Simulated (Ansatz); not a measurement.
# C2H4AlNO: the cost of one run

All numbers below are computed with Ansatz 0.2.0 (RKS PBE0-D4/def2-SVP).

## 1. The system as given

Bond lengths: N1–C2 1.208 Å, C2–C3 1.288 Å, C3–O4 1.357 Å, O4–Al5 1.934 Å, N1–H6 1.100 Å, C3–H7 1.130 Å, Al5–H8 1.595 Å, Al5–H9 1.619 Å. Angles: N1–C2–C3 179.3°, C2–N1–H6 121.7°, C2–C3–O4 126.4°, C2–C3–H7 118.4°, O4–C3–H7 114.9°, C3–O4–Al5 123.2°, O4–Al5–H8 119.0°, O4–Al5–H9 120.5°, H8–Al5–H9 120.2°.

Coordinates:

```xyz
9

N     0.2366    1.8197   -1.3011
C     0.7299    0.7844   -0.9217
C     1.2627   -0.3207   -0.5309
O     0.7491   -1.1840    0.3810
Al   -1.0118   -0.9833    1.1553
H    -0.7586    2.1436   -0.9626
H     2.3035   -0.5727   -0.8905
H    -1.8574    0.3278    0.8249
H    -1.5655   -2.0610    2.2286
```

## 2. End point A

The input, input.yaml:

```yaml
crystal:
  periodic: [false, false, false]
  atoms:
    - { symbol: "N", position_ang: [0.2366, 1.8197, -1.3011] }
    - { symbol: C, position_ang: [0.7299, 0.7844, -0.9217] }
    - { symbol: C, position_ang: [1.2627, -0.3207, -0.5309] }
    - { symbol: O, position_ang: [0.7491, -1.184, 0.381] }
    - { symbol: Al, position_ang: [-1.0118, -0.9833, 1.1553] }
    - { symbol: H, position_ang: [-0.7586, 2.1436, -0.9626] }
    - { symbol: H, position_ang: [2.3035, -0.5727, -0.8905] }
    - { symbol: H, position_ang: [-1.8574, 0.3278, 0.8249] }
    - { symbol: H, position_ang: [-1.5655, -2.061, 2.2286] }
basis:
  gaussian: { orbitals: def2-SVP }
hamiltonian:
  xc: pbe0
  dispersion: d4
relax:
  f_tol: 0.02
  max_steps: 50
output:
  orbitals: {}
```

The run is started by

```sh
> ansatz run input.yaml --threads 2 --pin off --max-ram 3072MiB --backend cpu --events-out ev --progress --plain --runs-dir out
```

What time and memory should one allow on 2 threads of Intel Xeon Platinum 8488C (Sapphire Rapids), shared host?

About 29 s, with a peak of 0.2 GiB.
